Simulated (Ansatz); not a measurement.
CH₄BGeI, SMILES [I][GeH]1[BH][CH2]1, a ladder of methods at one geometry

With the Ansatz DFT code, driven from Python.

Notebook, run cell by cell (the value of a cell's last expression is shown):

```python
import ansatz as az
from ase import Atoms
```

```python
atoms = Atoms(["I", "Ge", "B", "C", "H", "H", "H", "H"], positions=[
    (-2.3691, 1.5186, -0.9663),
    (-0.0717, 0.6063, -0.9122),
    (0.2884, 0.0747, 1.1088),
    (0.221, -0.9818, -0.0085),
    (1.1534, 1.4502, -1.372),
    (0.5033, 0.3785, 2.2516),
    (1.1112, -1.5313, -0.2437),
    (-0.7444, -1.5723, 0.0865),
])
ch4bgei = az.Crystal.molecule_from_ase(atoms)
```

```python
model = ch4bgei.calculation().basis(gaussian="def2-SVP")
```

```python
methods = ["mp2", "ccsd", "ccsd_t"]
reports = [model.correlation(m).run(threads=1, pin="off").report for m in methods]
print(f"Hartree-Fock reference {reports[0]['reference_energy_ev'] / 27.211386246:.6f} Ha")
best = reports[-1]["free_energy_ev"] - reports[-1]["reference_energy_ev"]
for method, each in zip(methods, reports):
    gained = each["free_energy_ev"] - each["reference_energy_ev"]
    print(f"{method:8s} total {each['free_energy_ev'] / 27.211386246:.6f} Ha  correlation {gained:9.4f} eV  ({100 * gained / best:.1f} % of the last)")
```

    Hartree-Fock reference -2436.511449 Ha
    mp2      total -2437.078443 Ha  correlation  -15.4287 eV  (91.9 % of the last)
    ccsd     total -2437.108300 Ha  correlation  -16.2411 eV  (96.7 % of the last)
    ccsd_t   total -2437.128568 Ha  correlation  -16.7927 eV  (100.0 % of the last)

Notes:
- Total energies depend on the basis set; only differences at equal settings carry meaning.
- The geometry is a force-field or estimated start, not a minimum of this method, and the basis set is short of its limit. A lower total doesn't mark the better method: functionals have no common bound, and MP2 and coupled cluster aren't variational.
- def2 sets replace the cores of elements past krypton by effective core potentials.
- Inner cores stay frozen; a filled d shell under the valence of the heavier atoms is correlated with it.
- It ran for 55 s on 1 thread of Arm Neoverse V1, with other jobs on the host, peak memory 0.59 GiB.
